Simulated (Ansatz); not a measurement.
# Si₂PN₂H₇: how energies converge with the basis set

How large a basis does Si₂PN₂H₇ need? Two functionals are run in growing sets.

Method: one geometry, several basis sets; program: Ansatz 0.2.0, Gaussian basis.

Levels to be run: PBE0-D4/def2-SVP; ωB97M-V/def2-SVP; PBE0-D4/def2-QZVPP; ωB97M-V/def2-QZVPP; the functionals' def2-TZVPP values are taken from earlier runs.

### 1 The geometry

All runs share one geometry, relaxed beforehand with PBE0-D4/def2-TZVP.

12 atoms, charge 0, spin multiplicity 1.

Atoms are counted from 1 here; the program's logs count them from 0.

Bond lengths: N1–P2 1.804 Å, N1–H6 1.015 Å, N1–H7 1.016 Å, P2–Si3 2.301 Å, P2–H8 1.423 Å, Si3–N4 1.707 Å, Si3–H9 1.493 Å, Si3–H11 1.483 Å, N4–Si5 1.779 Å, N4–H10 1.007 Å, Si5–H12 1.539 Å. Angles: P2–N1–H6 112.2°, P2–N1–H7 109.4°, H6–N1–H7 107.1°, N1–P2–Si3 93.4°, N1–P2–H8 97.1°, Si3–P2–H8 95.5°, P2–Si3–N4 102.2°, P2–Si3–H9 109.7°, P2–Si3–H11 107.5°, N4–Si3–H9 114.3°, N4–Si3–H11 113.8°, H9–Si3–H11 108.9°, Si3–N4–Si5 115.1°, Si3–N4–H10 121.1°, Si5–N4–H10 118.6°, N4–Si5–H12 94.1°.

### 2 PBE0-D4 in def2-SVP

The input, in.yaml:

```yaml
crystal:
  periodic: [false, false, false]
  atoms:
    - {symbol: N, position_ang: [-1.491608, 0.441649, -0.094595]}
    - {symbol: P, position_ang: [-0.907762, -0.685396, 1.187144]}
    - {symbol: Si, position_ang: [1.258669, -0.662861, 0.413073]}
    - {symbol: N, position_ang: [1.137796, 0.332941, -0.968626]}
    - {symbol: Si, position_ang: [-0.003992, 1.689185, -0.822079]}
    - {symbol: H, position_ang: [-1.877971, -0.052567, -0.892044]}
    - {symbol: H, position_ang: [-2.233301, 1.025197, 0.282282]}
    - {symbol: H, position_ang: [-1.272572, -1.897120, 0.535495]}
    - {symbol: H, position_ang: [1.704910, -2.058884, 0.127397]}
    - {symbol: H, position_ang: [1.348960, -0.022799, -1.887146]}
    - {symbol: H, position_ang: [2.109759, -0.095573, 1.486696]}
    - {symbol: H, position_ang: [0.304013, 1.931025, 0.666505]}
basis:
  gaussian: {orbitals: def2-SVP}
hamiltonian: {xc: pbe0, dispersion: d4}
output: {orbitals: {seedname: orbitals}}
```

Command:

```sh
$ ansatz run in.yaml --threads 4 --pin off --events-out ev --progress --plain --max-ram 10444MiB
```

The runs that follow: ωB97M-V in def2-SVP; PBE0-D4 in def2-QZVPP; ωB97M-V in def2-QZVPP.

**Question.** What will the summary of the whole plan be? Wanted: PBE0-D4: double and triple zeta above quadruple; ωB97M-V: double and triple zeta above quadruple.

As calculated:

```
                                       quantity           value
PBE0-D4: double and triple zeta above quadruple  13.52, 1.01 eV
ωB97M-V: double and triple zeta above quadruple  13.59, 0.95 eV
```

In words: For PBE0-D4 the step from double to triple zeta gains 12.50 eV and the next only 1.01 eV. Total energies overstate the basis error of differences, where much of it tends to cancel. The LUMO of ωB97M-V is positive and keeps falling with the basis (1.21 to 0.45 eV): an unbound level that the basis holds in place.
